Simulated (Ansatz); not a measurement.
# C2H6BF: the cost of one run

Method: RKS B3LYP-D4/STO-3G, in Ansatz 0.2.0.

### Step 1. The system as given

Bond lengths: B1–C2 1.600 Å, C2–H3 1.110 Å, C2–H4 1.110 Å, C2–H5 1.110 Å, B1–F6 1.320 Å, B1–C7 1.600 Å, C7–H8 1.110 Å, C7–H9 1.110 Å, C7–H10 1.110 Å. Angles (14 of 15 angles, heavy atoms first): C2–B1–F6 120.0°, C2–B1–C7 120.0°, F6–B1–C7 120.0°, B1–C2–H3 109.5°, B1–C2–H4 109.5°, B1–C2–H5 109.5°, B1–C7–H8 109.5°, B1–C7–H9 109.5°, B1–C7–H10 109.5°, H3–C2–H4 109.4°, H3–C2–H5 109.4°, H4–C2–H5 109.4°, H8–C7–H9 109.4°, H8–C7–H10 109.4°.

Coordinates:

```xyz
10

B     0.0000    0.0000    0.0000
C     0.0000    0.0000    1.6000
H    -0.9996   -0.3092    1.9705
H     0.7676   -0.7111    1.9705
H     0.2320    1.0203    1.9705
F     1.1431    0.0000   -0.6600
C    -1.3856    0.0000   -0.8000
H    -1.9458   -0.9305   -0.5708
H    -1.9898    0.8797   -0.4946
H    -1.1839    0.0508   -1.8903
```

### Step 2. Preparing the start

The input, input.yaml:

```yaml
crystal:
  periodic: [false, false, false]
  atoms:
    - { symbol: B, position_ang: [0.0, 0.0, 0.0] }
    - { symbol: C, position_ang: [0.0, 0.0, 1.6] }
    - { symbol: H, position_ang: [-0.9996, -0.3092, 1.9705] }
    - { symbol: H, position_ang: [0.7676, -0.7111, 1.9705] }
    - { symbol: H, position_ang: [0.232, 1.0203, 1.9705] }
    - { symbol: F, position_ang: [1.1431, 0.0, -0.66] }
    - { symbol: C, position_ang: [-1.3856, 0.0, -0.8] }
    - { symbol: H, position_ang: [-1.9458, -0.9305, -0.5708] }
    - { symbol: H, position_ang: [-1.9898, 0.8797, -0.4946] }
    - { symbol: H, position_ang: [-1.1839, 0.0508, -1.8903] }
basis:
  gaussian: { orbitals: STO-3G }
hamiltonian:
  xc: b3lyp
  dispersion: d4
relax:
  f_tol: 0.02
  max_steps: 40
output:
  orbitals: {}
```

On the command line:

```bash
$ ansatz run input.yaml --threads 1 --pin off --max-ram 2048MiB --backend cpu --events-out ev --progress --plain --runs-dir out
```

What time and memory should one allow on 1 thread of Arm Neoverse V2, shared host?

About 26 s, with a peak of 0.12 GiB.
